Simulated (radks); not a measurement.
# Re in [Xe] 4f14 5d4 6s2 6p1: an all-electron calculation

The task here is to estimate one member of a computed series from the others.

Method: scalar-relativistic Kohn-Sham, exchange-only LDA, spin-unpolarised, spherical densities, point nucleus. Code: radks (a radial shooting solver on a logarithmic mesh, Libxc functionals) version 1.

## The system

* element: rhenium (Z = 75)
* charge: 0
* electrons: 75
* configuration: [Xe] 4f14 5d4 6s2 6p1

Outer shells as boxes (Hund's rule):

Re
```
[Xe] core
4f [↑↓][↑↓][↑↓][↑↓][↑↓][↑↓][↑↓]
5d [↑ ][↑ ][↑ ][↑ ][  ]
6s [↑↓]
6p [↑ ][  ][  ]
```

Set-up of the first run:

Settings of this run:

```text
Z 75
configuration [Xe] 4f14 5d4 6s2 6p1
relativity scalar-relativistic
functional lda,
spin unpolarised
nucleus point
c 137.035999084
```

Steps of the session up to this table: Self-consistent calculation.

One of the session's tables, all rows but one given; the rest of the session is left out.

It belongs to the step «Radial structure». From the orbitals of this run (lengths in bohr):

| level | <r> | outermost maximum (interpolated) | 90 % within | nodes |
| --- | --- | --- | --- | --- |
| 1s | 0.01804 | 0.0112 | 0.0329 | 0 |
| 2s | 0.07625 | 0.0646 | 0.118 | 1 |
| 2p | 0.06836 | 0.0530 | 0.111 | 0 |
| 3s | ? | ? | ? | ? |
| 3p | 0.1980 | 0.180 | 0.296 | 1 |
| 3d | 0.1793 | 0.147 | 0.278 | 0 |
| 4s | 0.4408 | 0.413 | 0.633 | 3 |
| 4p | 0.4689 | 0.433 | 0.681 | 2 |
| 4d | 0.5003 | 0.443 | 0.750 | 1 |
| 5s | 1.033 | 0.936 | 1.48 | 4 |
| 5p | 1.202 | 1.06 | 1.75 | 3 |
| 4f | 0.5805 | 0.416 | 0.955 | 0 |
| 5d | 1.829 | 1.40 | 2.88 | 2 |
| 6s | 2.927 | 2.47 | 4.34 | 5 |
| 6p | 4.395 | 3.42 | 6.83 | 4 |

Estimate the missing values for 3s.

As computed: <r>: 0.1976; outermost maximum (interpolated): 0.182; 90 % within: 0.290; nodes: 2. In the column «<r>» it lies between 3d (0.1793) and 3p (0.1980).
